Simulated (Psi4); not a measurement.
**CH2AlNS (AlH2(NCS)): PBE/6-311+G(d,p)**

What is the vertical electron affinity of CH2AlNS (AlH2(NCS)) at PBE/6-311+G**? 

Program for the calculation: Psi4 1.11.

**1. The molecule**

CH2AlNS has 6 atoms, charge 0, and is taken as a singlet. As SMILES, `[H][Al]([H])[N]=C=S`. Geometry: a GFN2-xTB relaxation, a rough one for these elements and not checked as a minimum.

Bond lengths: Al1–N4 1.790 Å, N4–C5 1.205 Å, C5–S6 1.548 Å, Al1–H2 1.535 Å, Al1–H3 1.534 Å. Angles: Al1–N4–C5 178.6°, N4–C5–S6 180.0°, H2–Al1–N4 119.5°, H3–Al1–N4 119.6°, H2–Al1–H3 120.9°.

**2. Energy and gradient at PBE/6-311+G(d,p)**

Contents of input.json:

```json
{
  "schema_name": "qcschema_input",
  "schema_version": 1,
  "molecule": {
    "schema_name": "qcschema_molecule",
    "schema_version": 2,
    "symbols": ["Al", "H", "H", "N", "C", "S"],
    "geometry": [1.23053296, 2.13153548, -0.00842818, 4.12850356, 2.09430787, 0.09138716, -0.22765531, 4.63729342, -0.06154838, -0.47108983, -0.79168186, -0.04057242, -1.60328144, -2.7662189, -0.01011003, -3.05699105, -5.30523602, 0.02927186],
    "molecular_charge": 0,
    "molecular_multiplicity": 1,
    "fix_symmetry": "c1"
  },
  "driver": "gradient",
  "model": {
    "method": "pbe",
    "basis": "6-311+G**"
  },
  "keywords": {
    "puream": true,
    "e_convergence": 1e-09,
    "d_convergence": 1e-08,
    "scf_type": "pk",
    "dft_radial_points": 99,
    "dft_spherical_points": 590,
    "scf_properties": ["QUADRUPOLE", "MULLIKEN_CHARGES", "MAYER_INDICES"]
  }
}
```

On the command line:

```console
$ psi4 --qcschema input.json -n 1 --memory 1600MB
```

stdout:

```text
[...]
  Running in c1 symmetry.
[...]
  Nuclear repulsion =  154.142021525258457
[...]
  Multiplicity = 1
[...]
  Nalpha       = 22
  Nbeta        = 22
[...]
    Number of basis functions: 116
[...]
   @RKS iter   1:  -733.54721680278669    2.77058e-01   1.12116e-02 ADIIS/DIIS
[...]
   @RKS iter  13:  -734.32626928364402   -1.13687e-12   2.58598e-09 DIIS
[...]
    Orbital Energies [Eh]
    ---------------------
    Doubly Occupied:
       1A    -88.042267     2A    -55.386041     3A    -13.998714
       4A     -9.980819     5A     -7.679809     6A     -5.701676
       7A     -5.695092     8A     -5.694289     9A     -3.950424
      10A     -2.558692    11A     -2.550765    12A     -2.548109
      13A     -0.856757    14A     -0.722007    15A     -0.502374
      16A     -0.404160    17A     -0.368388    18A     -0.367239
      19A     -0.350277    20A     -0.286577    21A     -0.242233
      22A     -0.233830
[...]
  @RKS Final Energy:  -734.32626928364402
   => Energetics <=
    Nuclear Repulsion Energy =            154.1420215252584569
    One-Electron Energy =               -1320.2166749808448003
    Two-Electron Energy =                 488.7666247385915312
    DFT Exchange-Correlation Energy =     -57.0182405666492969
    Empirical Dispersion Energy =           0.0000000000000000
    VV10 Nonlocal Energy =                  0.0000000000000000
    Total Energy =                       -734.3262692836440237
[...]
 Multipole Moments:
 ------------------------------------------------------------------------------------
     Multipole            Electronic (a.u.)      Nuclear  (a.u.)        Total (a.u.)
 ------------------------------------------------------------------------------------
 L = 1.  Multiply by 2.5417464519 to convert [e a0] to [Debye]
 Dipole X            :         -1.4610046            1.7999854            0.3389809
 Dipole Y            :         -2.5178463            3.1043624            0.5865161
 Dipole Z            :         -0.0233616            0.0191200           -0.0042415
 Magnitude           :                                                    0.6774416
 L = 2.  Multiply by 1.3450342976 to convert [e a0^2] to [Debye ang]
 Quadrupole XX       :       -193.0966330          163.3943600          -29.7022730
 Quadrupole XY       :       -260.5518869          261.3564659            0.8045791
[...]
  Mulliken Charges: (a.u.)
   Center  Symbol    Alpha    Beta     Spin     Total
       1    AL     6.25453  6.25453  0.00000  0.49094
       2     H     0.57495  0.57495  0.00000 -0.14991
       3     H     0.57489  0.57489  0.00000 -0.14979
       4     N     3.52726  3.52726  0.00000 -0.05453
       5     C     2.82668  2.82668  0.00000  0.34664
       6     S     8.24168  8.24168  0.00000 -0.48337
   Total alpha = 22.00000, Total beta = 22.00000, Total charge = -0.00000
  Mayer Bond Indices:
[...]
  -Total Gradient:
     Atom            X                  Y                   Z
    ------   -----------------  -----------------  -----------------
       1        0.002493248915     0.004358939917    -0.000113936123
       2       -0.015361907901     0.003336908455    -0.000398857875
       3        0.010510296690    -0.011728436394     0.000509640823
       4       -0.002135164343    -0.003860615276    -0.000010723746
       5       -0.013105701012    -0.022730490832     0.000415325861
       6        0.017599513853     0.030624396107    -0.000401778854
[...]
```

The result, in JSON:

```text
{
 "driver": "gradient",
 "model": {
  "method": "pbe",
  "basis": "6-311+G**"
 },
 "success": true,
 "return_result": [0.0024932489145020956, 0.004358939916967744, -0.00011393612261903431, -0.015361907900761002, 0.0033369084554171293, -0.0003988578754101184, 0.010510296689710569, -0.011728436394076669, 0.0005096408229557387, -0.0021351643426609224, -0.003860615276421231, -1.0723746135211584e-05, -0.013105701012072871, -0.022730490831535097, 0.00041532586080244085, 0.017599513852996213, 0.03062439610672124, -0.00040177885422560777],
 "properties": {
  "calcinfo_nbasis": 116,
  "calcinfo_nmo": 116,
  "calcinfo_nalpha": 22,
  "calcinfo_nbeta": 22,
  "calcinfo_natom": 6,
  "nuclear_repulsion_energy": 154.14202152525846,
  "return_energy": -734.326269283644,
  "return_gradient": [0.0024932489145020956, 0.004358939916967744, -0.00011393612261903431, -0.015361907900761002, 0.0033369084554171293, -0.0003988578754101184, 0.010510296689710569, -0.011728436394076669, 0.0005096408229557387, -0.0021351643426609224, -0.003860615276421231, -1.0723746135211584e-05, -0.013105701012072871, -0.022730490831535097, 0.00041532586080244085, 0.017599513852996213, 0.03062439610672124, -0.00040177885422560777],
  "scf_one_electron_energy": -1320.2166749808448,
  "scf_two_electron_energy": 488.76662473859153,
  "scf_xc_energy": -57.0182405666493,
  "scf_dipole_moment": [0.3389808531715994, 0.5865161155646872, -0.004241536836737142],
  "scf_total_energy": -734.326269283644,
  "scf_total_gradient": [0.0024932489145020956, 0.004358939916967744, -0.00011393612261903431, -0.015361907900761002, 0.0033369084554171293, -0.0003988578754101184, 0.010510296689710569, -0.011728436394076669, 0.0005096408229557387, -0.0021351643426609224, -0.003860615276421231, -1.0723746135211584e-05, -0.013105701012072871, -0.022730490831535097, 0.00041532586080244085, 0.017599513852996213, 0.03062439610672124, -0.00040177885422560777],
  "scf_iterations": 13
 }
}
```

It took 37 s on 1 thread of Intel Xeon Platinum 8488C (Sapphire Rapids), shared host; peak memory 0.67 GiB.

**3. The doublet anion: the energy at UPBE/6-311+G(d,p)**

Contents of ch2alns.inp:

```
memory 1600 mb

molecule {
  -1 2
  Al     0.651170     1.127960    -0.004460
  H      2.184710     1.108260     0.048360
  H     -0.120470     2.453950    -0.032570
  N     -0.249290    -0.418940    -0.021470
  C     -0.848420    -1.463820    -0.005350
  S     -1.617690    -2.807410     0.015490
  symmetry c1
}

set {
  basis                6-311+G**
  reference            uks
  puream               true
  e_convergence        1e-09
  d_convergence        1e-08
  scf_type             pk
  dft_radial_points    99
  dft_spherical_points 590
  maxiter              200
}

result, w = energy('pbe', return_wfn=True)
```

On the command line:

```console
$ psi4 -i ch2alns.inp -o ch2alns.out -n 1
```

ch2alns.out:

```text
[...]
  Running in c1 symmetry.
[...]
  Nuclear repulsion =  154.142021415285029
[...]
  Multiplicity = 2
[...]
  Nalpha       = 23
  Nbeta        = 22
[...]
    Number of basis functions: 116
[...]
   @UKS iter   1:  -733.33576128700156    4.88514e-01   1.21815e-02 ADIIS/DIIS
[...]
   @UKS iter  15:  -734.35203721735741   -4.88853e-12   4.57707e-09 DIIS
[...]
   @S^2 Observed:                7.537371045E-01
[...]
    Orbital Energies [Eh]
    ---------------------
    Alpha Occupied:
       1A    -87.880663     2A    -55.171118     3A    -13.832410
       4A     -9.803125     5A     -7.518830     6A     -5.540840
       7A     -5.533658     8A     -5.533460     9A     -3.737877
      10A     -2.343326    11A     -2.339562    12A     -2.337152
      13A     -0.686467    14A     -0.562276    15A     -0.325281
      16A     -0.247270    17A     -0.203853    18A     -0.203178
      19A     -0.167412    20A     -0.107646    21A     -0.083294
      22A     -0.074219    23A      0.049906
    Alpha Virtual:
      24A      0.103126    25A      0.112029    26A      0.112906
[...]
  @UKS Final Energy:  -734.35203721735741
   => Energetics <=
    Nuclear Repulsion Energy =            154.1420214152850292
    One-Electron Energy =               -1328.0063250657185563
    Two-Electron Energy =                 496.7151872524175360
    DFT Exchange-Correlation Energy =     -57.2029208193413581
    Empirical Dispersion Energy =           0.0000000000000000
    VV10 Nonlocal Energy =                  0.0000000000000000
    Total Energy =                       -734.3520372173574060
[...]
 Multipole Moments:
 ------------------------------------------------------------------------------------
     Multipole            Electronic (a.u.)      Nuclear  (a.u.)        Total (a.u.)
 ------------------------------------------------------------------------------------
 L = 1.  Multiply by 2.5417464519 to convert [e a0] to [Debye]
 Dipole X            :         -2.7694793            1.7999854           -0.9694939
 Dipole Y            :         -4.7774589            3.1043624           -1.6730965
 Dipole Z            :         -0.0102275            0.0191200            0.0088925
 Magnitude           :                                                    1.9337139
[...]
```

Run time: 37 s. Hardware: 1 thread of Intel Xeon Platinum 8488C (Sapphire Rapids), shared host; peak memory 0.67 GiB.

**4. What came out**

Level: PBE/6-311+G**.

| quantity | value |
| --- | --- |
| singlet CH2AlNS: total energy | -734.32627 Eh |
| singlet CH2AlNS: dipole moment | 1.72 D |
| singlet CH2AlNS: HOMO energy | -6.36 eV |
| singlet CH2AlNS: LUMO energy | -2.76 eV |
| singlet CH2AlNS: HOMO–LUMO gap | 3.60 eV |
| singlet CH2AlNS: largest force on an atom | 1.816 eV/Å |
| doublet anion: total energy | -734.35204 Eh |
| doublet anion: HOMO energy (highest over α and β) | 1.36 eV |
| doublet anion: LUMO energy (lowest over α and β) | 2.26 eV |
| doublet anion: ⟨S²⟩ | 0.754 |
| vertical electron affinity (to the doublet anion) | 0.701 eV |

What this shows: At fixed nuclei the extra electron is bound by 0.70 eV (67.7 kJ/mol). The largest force (singlet CH2AlNS) is 1.82 eV/Å: the shape isn't a stationary point for this species at this level. Mulliken charges (singlet CH2AlNS) run from -0.48 on S6 to +0.49 on Al1; in a basis this large or diffuse they mean little. The HOMO (doublet anion) lies at positive energy, 1.36 eV, as semi-local functionals often give for anions; only total energies tell whether the electron is bound.
